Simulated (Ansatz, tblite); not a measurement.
# CoF3H6O3−: rung by rung

How do method and basis change the picture of CoF3H6O3− (quartet)?

Program: Ansatz 0.2.0, Gaussian basis. Level of theory: as each input shows. These are calculated values, not measurements.

The runs, in order: GFN1-xTB, GFN2-xTB, PBE-D4/def2-TZVPD, r2SCAN-D4/def2-TZVPD, BHLYP-D4/def2-TZVPD, ωB97X-V/def2-TZVPD, HSE06-D4/def2-TZVPD, MP2/def2-SVPD, RPA/def2-SVPD.

1 further run of the same task is left out (set aside as unsound or not needed).

### 1 The geometry

The geometry is that of the quartet, from an earlier relaxation (B3LYP-D4/def2-SVPD).

13 atoms, charge -1, spin multiplicity 4.

Bond lengths: Co1–F2 1.936 Å, Co1–F3 1.922 Å, Co1–F4 1.873 Å, Co1–O5 2.196 Å, O5–H8 0.996 Å, O5–H9 0.966 Å, O6–H10 0.976 Å, O6–H11 0.974 Å, O7–H12 0.985 Å, O7–H13 0.982 Å. Angles: F2–Co1–F3 108.2°, F2–Co1–F4 115.4°, F2–Co1–O5 97.1°, F3–Co1–F4 125.9°, F3–Co1–O5 87.6°, F4–Co1–O5 116.0°, Co1–O5–H8 91.7°, Co1–O5–H9 101.8°, H8–O5–H9 103.8°, H10–O6–H11 101.9°, H12–O7–H13 101.1°.

No spin-orbit coupling is included. The ion is computed in the gas phase, without counter-ions or solvent.

PBE0-D4/def2-TZVPD was run before; its log isn't repeated, and its numbers join the tables.

### 2 GFN1-xTB

Tight binding, by tblite at 300 K electronic temperature and without a spin-polarisation term:

```python
tblite.interface.Calculator('GFN1-xTB', numbers, positions, charge=-1, uhf=3).singlepoint()
```

Energy -994.8167 eV; 0.007 s.

### 3 GFN2-xTB

Tight binding, by tblite at 300 K electronic temperature and without a spin-polarisation term:

```python
tblite.interface.Calculator('GFN2-xTB', numbers, positions, charge=-1, uhf=3).singlepoint()
```

Energy -910.4047 eV; 0.005 s.

### 4 PBE-D4/def2-TZVPD

start.molden holds the orbitals of an earlier run on this state, given as this run's starting guess.

in.yaml

```yaml
crystal:
  periodic: [false, false, false]
  atoms:
    - {symbol: Co, position_ang: [0.284305, 0.736768, 0.016094]}
    - {symbol: F, position_ang: [-0.865467, -0.571766, 0.860541]}
    - {symbol: F, position_ang: [2.102293, 0.341891, 0.500417]}
    - {symbol: F, position_ang: [-0.454423, 2.447470, -0.177922]}
    - {symbol: O, position_ang: [0.637718, -0.375318, -1.844685]}
    - {symbol: O, position_ang: [-2.769204, 1.527687, 1.152007]}
    - {symbol: O, position_ang: [1.130986, -2.178768, 0.102488]}
    - {symbol: H, position_ang: [0.800025, -1.220471, -1.342967]}
    - {symbol: H, position_ang: [1.523983, -0.077448, -2.088110]}
    - {symbol: H, position_ang: [-2.105698, 2.074817, 0.690863]}
    - {symbol: H, position_ang: [-2.322072, 0.663886, 1.194574]}
    - {symbol: H, position_ang: [0.288350, -1.885352, 0.519969]}
    - {symbol: H, position_ang: [1.749215, -1.483396, 0.416720]}
basis:
  gaussian: {orbitals: def2-TZVPD, initial_orbitals: start.molden}
total_charge: -1
magnetization: {spin_polarized: true, initial_magnetization: 3}
hamiltonian: {xc: pbe, dispersion: d4}
scf: {omitted_lower_state_checks: [starts]}
output: {forces: true, orbitals: {seedname: orbitals}}
```

Launch:

```sh
$ ansatz run in.yaml --threads 4 --pin off --events-out ev --progress --plain --max-ram 8704MiB
```

The runs that follow: r2SCAN-D4/def2-TZVPD; BHLYP-D4/def2-TZVPD; ωB97X-V/def2-TZVPD; HSE06-D4/def2-TZVPD; MP2/def2-SVPD; RPA/def2-SVPD.

**Question.** What will the summary of the whole plan be? Wanted: gap in def2-TZVPD, named functionals, smallest and largest; correlation energy, MP2/def2-SVPD; ⟨S²⟩ in def2-TZVPD, named functionals, smallest and largest.

The runs gave:

| quantity | value |
| --- | --- |
| gap in def2-TZVPD, named functionals, smallest and largest | 1.12 eV (PBE-D4), 9.89 eV (ωB97X-V) |
| correlation energy, MP2/def2-SVPD | -43.41 eV |
| ⟨S²⟩ in def2-TZVPD, named functionals, smallest and largest | 3.754, 3.755 |

In words: Over the named functionals in def2-TZVPD the gap runs from 1.12 eV (PBE-D4) to 9.89 eV (ωB97X-V); exact exchange widens it.
